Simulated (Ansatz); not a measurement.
**AsH₃Se (SMILES [AsH2][SeH]): single points off equilibrium**

An exercise on one series of results from a longer session: the logs are not shown, and one member is left open.

The runs use Ansatz 0.2.0, Gaussian basis; single points in def2-TZVPP.

Correlated methods freeze the cores. Filled d shells of the heavier atoms are correlated.

### Where the work starts

SMILES `[AsH2][SeH]`, 5 atoms, charge 0, spin multiplicity 1.

Atoms are counted from 1 here; the program's logs count them from 0.

Bond lengths: As1–Se2 2.352 Å, As1–H3 1.577 Å, As1–H4 1.519 Å, Se2–H5 1.383 Å. Angles: Se2–As1–H3 90.5°, Se2–As1–H4 91.5°, H3–As1–H4 83.6°, As1–Se2–H5 91.8°.

Coordinates:

```xyz
5
AsH3Se
As   -0.38020   -0.84930    0.35060
Se    0.65910    1.22830   -0.01550
H    -0.15520   -1.24490   -1.15880
H    -1.70820   -0.32060   -0.16310
H     1.59840    0.98050    0.96880
```

The first run:

Contents of run/in.yaml:

```yaml
crystal:
  periodic: [false, false, false]
  atoms:
    - {symbol: As, position_ang: [-0.380200, -0.849300, 0.350600]}
    - {symbol: Se, position_ang: [0.659100, 1.228300, -0.015500]}
    - {symbol: H, position_ang: [-0.155200, -1.244900, -1.158800]}
    - {symbol: H, position_ang: [-1.708200, -0.320600, -0.163100]}
    - {symbol: H, position_ang: [1.598400, 0.980500, 0.968800]}
basis:
  gaussian: {orbitals: def2-TZVPP}
correlation: {method: ccsd_t}
output: {forces: true}
```

The command line of these runs was not kept.

Steps of the session up to this table: CCSD(T)/def2-TZVPP; PBE0-D4/def2-TZVPP; wB97M-V/def2-TZVPP; r2SCAN-D4/def2-TZVPP; PBE-D4/def2-TZVPP; LC-wPBE/def2-TZVPP; revPBE-D4/def2-TZVPP.

One of the session's tables, all rows but one given; the rest of the session is left out.

```
   method  RMS force component (eV/Å)  angle to CCSD(T) forces (°)  dipole (D)
  CCSD(T)                       0.890                    reference        0.83
  PBE0-D4                       0.918                          4.8        0.85
  wB97M-V                       0.906                          1.8        0.92
r2SCAN-D4                       0.905                          4.8        0.83
   PBE-D4                           ?                            ?           ?
  LC-wPBE                       0.923                         11.1        0.88
revPBE-D4                       0.995                         17.7        0.82
```

Q: Estimate the row for PBE-D4 from the others.

As computed: RMS force component (eV/Å): 0.979; angle to CCSD(T) forces (°): 16.3; dipole (D): 0.82. In the column «RMS force component (eV/Å)» it lies between LC-wPBE (0.923) and revPBE-D4 (0.995).
